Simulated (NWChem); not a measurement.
# InHF2 (SMILES [F][InH][F]) at B3LYP/def2-TZVPD (core potential)

Aim: the electronic atomisation energy of InHF2 at B3LYP/def2-TZVPD (core potential), from 4 runs. 

The calculation is run with NWChem 7.3.0.

4 further runs of the same task are left out: 2 that didn't finish, 2 set aside as unsound or not needed.

## Step 1: The molecule

InHF2 has 4 atoms, charge 0, and is taken as a singlet. As SMILES, `[F][InH][F]`. The shape is that of a PBE0-D4/def2-TZVP optimisation.

Bond lengths: F1–In2 1.935 Å, In2–F3 1.935 Å, In2–H4 1.681 Å. Angles: F1–In2–F3 106.8°, F1–In2–H4 126.6°, F3–In2–H4 126.6°.

## Step 2: The energy at B3LYP/def2-TZVPD (core potential) (run 1)

m1.nw reads:

```
start m1
title "F2HIn energy"
memory total 2200 mb
charge 0
geometry units bohr noautosym nocenter noautoz
 F  -3.20176297 -1.26384883  0.45674680
 In  0.08277000  0.21505083 -0.16705179
 F   2.53374479 -1.89860784  1.53294583
 H   0.69050593  2.83345535 -1.86100229
end
basis spherical bse
 * library def2-TZVPD
end
ecp bse
 In library def2-TZVPD
end
dft
 xc b3lyp
 grid fine
 convergence energy 1e-08
 maxiter 100
 mulliken
 print low
end
task dft energy
```

The run is started by

```console
$ nwchem m1.nw > m1.out
```

The program printed:

```text
[...]
 d= 0,ls=0.0,diis     1   -390.4768703089 -5.17D+02  1.78D-02  1.33D+00     5.2
[...]
 d= 0,ls=0.0,diis    10   -390.6337387355 -7.32D-11  6.50D-08  2.17D-10    40.0
         Total DFT energy =     -390.633738735482
      One electron energy =     -867.975111809602
           Coulomb energy =      388.749024391861
    Exchange-Corr. energy =      -38.161284830737
 Nuclear repulsion energy =      126.753633512997
[...]
      Total Density - Mulliken Population Analysis
     ---------------------------------------------
    Atom       Charge   Shell Charges
 -----------   ------   -------------------------------------------------------
    1 F    9     9.54   0.77  1.20  0.62  0.96  0.40  0.00  2.27  2.10  1.12  0.09  0.00  0.01  0.00  0.00
    2 In  21    19.86   0.40 -0.83  1.61  0.81  0.85  0.20  0.01 -0.41  6.40  0.55  0.15  0.00  8.85  1.16  0.05 -0.01  0.01  0.07
    3 F    9     9.54   0.77  1.20  0.62  0.96  0.40  0.00  2.27  2.10  1.12  0.09  0.00  0.01  0.00  0.00
    4 H    1     1.05   0.22  0.51  0.32  0.01 -0.00
[...]
```

It took 41 s on 1 thread of Intel Xeon Platinum 8559C (Emerald Rapids), shared host; peak memory 0.12 GiB.

## Step 3: The F atom at the same level (run 2)

test.nw reads:

```
start test
title "F"
memory 2200 mb
charge 0

geometry noautosym nocenter noautoz
   F     0.000000    0.000000    0.000000
end

basis spherical bse
   * library def2-TZVPD
end

dft
   xc b3lyp
   mult 2
   grid fine
   convergence energy 1e-08
   iterations 100
   mulliken
   noprint "final vectors analysis"
end

task dft
```

The run is started by

```console
$ nwchem test.nw > test.out
```

The program printed:

```text
[...]
          Wavefunction type:  spin polarized.
          No. of atoms     :     1
          No. of electrons :     9
[...]
          Charge           :     0
          Spin multiplicity:     2
[...]
          AO basis - number of functions:    40
[...]
              XC Information
              --------------
                         B3LYP Method XC Potential
                     Hartree-Fock (Exact) Exchange  0.200
                        Slater Exchange Functional  0.800 local
                    Becke 1988 Exchange Functional  0.720 non-local
              Lee-Yang-Parr Correlation Functional  0.810
                  VWN I RPA Correlation Functional  0.190 local
[...]
 d= 0,ls=0.0,diis     1    -99.7575167104 -9.98D+01  2.48D-03  1.07D-01     0.1
[...]
 d= 0,ls=0.0,diis     7    -99.7710973419 -1.27D-09  4.06D-08  2.45D-11     0.7
[...]
         Total DFT energy =      -99.771097341903
      One electron energy =     -139.156018149824
           Coulomb energy =       49.756661165836
    Exchange-Corr. energy =      -10.371740357914
 Nuclear repulsion energy =        0.000000000000
[...]
      Total Density - Mulliken Population Analysis
     ---------------------------------------------
    Atom       Charge   Shell Charges
 -----------   ------   -------------------------------------------------------
    1 F    9     9.00   0.77  1.20  0.65  0.99  0.38  0.01  2.20  1.91  0.86  0.03  0.00  0.00  0.00  0.00
     --------------------------------------------
      Spin Density - Mulliken Population Analysis
     --------------------------------------------
    Atom       Charge   Shell Charges
 -----------   ------   -------------------------------------------------------
    1 F    9     1.00  -0.00 -0.00  0.01  0.01 -0.02 -0.00  0.48  0.40  0.12 -0.00  0.00  0.00  0.00  0.00
[...]
      <S2> =      0.7517 (Exact =     0.7500)
[...]
```

It took 1.2 s on 1 thread of Intel Xeon Platinum 8559C (Emerald Rapids), shared host; peak memory 0.1 GiB.

Run 3 isn't shown in full; the table further down has it.

## Step 4: The In atom at the same level (run 4)

in.nw reads:

```
start in
title "In"
memory 2200 mb

geometry units angstrom noautosym nocenter noautoz
 In       0.000000       0.000000       0.000000
end

basis spherical bse
 * library def2-TZVPD
end

ecp bse
 In library def2-TZVPD
end

dft
 xc b3lyp
 mult 2
 grid fine
 convergence energy 1e-08
 iterations 100
 mulliken
 noprint "final vectors analysis"
end

task dft energy
```

Run the same way, it converges to -190.18672 Eh (log not shown).

## Step 5: All runs side by side

```
run                               level  core potential  partner  energy (Eh)  wall time
  1   B3LYP/def2-TZVPD (core potential)      def2-TZVPD     base  -390.633739       41 s
  2                   UB3LYP/def2-TZVPD               –    atoms   -99.771097      1.2 s
  3                   UB3LYP/def2-TZVPD               –    atoms    -0.502154     0.62 s
  4  UB3LYP/def2-TZVPD (core potential)      def2-TZVPD    atoms  -190.186722      4.5 s
```

## Step 6: Results

At B3LYP/def2-TZVPD (core potential):

```
                     quantity          value
        In atom: total energy  -190.18672 Eh
                In atom: ⟨S²⟩          0.752
electronic atomisation energy      10.957 eV
```

What this shows: Taking the molecule apart into free atoms costs 10.96 eV (253 kcal/mol), before zero-point energy and without spin-orbit coupling. All runs together took 47 s, the longest 41 s.
